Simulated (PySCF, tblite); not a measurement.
# C5H9ClOSi: geometry, infrared bands and NMR shifts

Aim: predict the infrared bands and NMR shifts of C5H9ClOSi (`CO[SiH2]/C=C/C=C\Cl`).

The runs use tblite 0.8.0 and PySCF 2.14.0, with density-fitted response routines of our own; the level of theory stands in each step. All values are computed, except where a source is named. Atoms count from 0, in the outputs and in this text.

### Step 1. The molecule as given

17 atoms, charge 0, multiplicity 1; geometry from: force field or distance geometry start.

Bonds of the start (Å): C0–O1 1.41, O1–Si2 1.68, Si2–C3 1.83, C3–C4 1.35, C4–C5 1.44, C5–C6 1.34, C6–Cl7 1.71, C0–H8 1.10, C0–H9 1.10, C0–H10 1.10, Si2–H11 1.48, Si2–H12 1.49, C3–H13 1.08, C4–H14 1.08, C5–H15 1.09, C6–H16 1.08.

### Step 2. Relaxing the molecule with GFN2-xTB

The job: settings as JSON, then the geometry in Å.

```
{"job": {"kind": "relax", "xc": "GFN2-xTB", "basis": "xTB"}, "charge": 0, "multiplicity": 1}
C     -3.813200     0.272200    -0.165300
O     -2.491000     0.753300    -0.119500
Si    -1.247600    -0.375500    -0.050100
C      0.390200     0.436300     0.004600
C      1.570200    -0.208900     0.072900
C      2.827400     0.500600     0.113500
C      4.050400    -0.047000     0.166000
Cl     4.406900    -1.722000     0.195200
H     -4.484100     1.139000    -0.194700
H     -4.077600    -0.311900     0.731600
H     -4.000400    -0.319300    -1.071200
H     -1.354100    -1.238800    -1.252500
H     -1.456800    -1.225200     1.151500
H      0.337900     1.510700     0.004000
H      1.604000    -1.287200     0.073100
H      2.774000     1.589800     0.121900
H      4.956700     0.546000     0.209000
```

Launch:

```sh
$ OMP_NUM_THREADS=1 python probes_run.py task.json out
```

The driver reads the jobs from task.json and runs them one after another.

**Question.** This job is followed by: GFN2-xTB harmonic vibrations, gas phase; GIAO PBE0/pcSseg-1 NMR shielding, non-relativistic, gas phase. Predict these results of the whole session: strongest single infrared mode (GFN2-xTB); zero-point energy (GFN2-xTB); ¹³C shifts against TMS (PBE0/pcSseg-1); ¹H shifts against TMS (PBE0/pcSseg-1, means over atoms taken as alike); ¹⁷O shifts against H2O (PBE0/pcSseg-1); ²⁹Si shifts against TMS (PBE0/pcSseg-1); ³⁵Cl shifts against HCl (PBE0/pcSseg-1).

As calculated:

| quantity | value |
| --- | --- |
| strongest single infrared mode (GFN2-xTB) | 2174 cm⁻¹, 419 km/mol |
| zero-point energy (GFN2-xTB) | 76.7 kcal/mol |
| ¹³C shifts against TMS (PBE0/pcSseg-1) | 147.4, 141.5, 139.7, 133.2, 54.1 ppm |
| ¹H shifts against TMS (PBE0/pcSseg-1, means over atoms taken as alike) | 7.19, 6.42, 6.22, 6.14, 5.25, 3.86 ppm |
| ¹⁷O shifts against H2O (PBE0/pcSseg-1) | -4.1 ppm |
| ²⁹Si shifts against TMS (PBE0/pcSseg-1) | -26.8 ppm |
| ³⁵Cl shifts against HCl (PBE0/pcSseg-1) | 192 ppm |

**Reading.** Relaxing lowered the energy by 0.203 eV in 55 steps; the close pair that moved most is O1–Si2, from 1.681 to 1.623 Å. All 45 modes are real, so the xTB geometry is a minimum. The strongest single mode, at 2174 cm⁻¹, moves mainly H11 and H12. Unscaled tight-binding wavenumbers are off by several per cent, some by more. Its intensities can rank the bands wrongly. At PBE0/pcSseg-1: The largest span, 410 ppm, is at Cl7, where the paramagnetic term is -389 ppm.
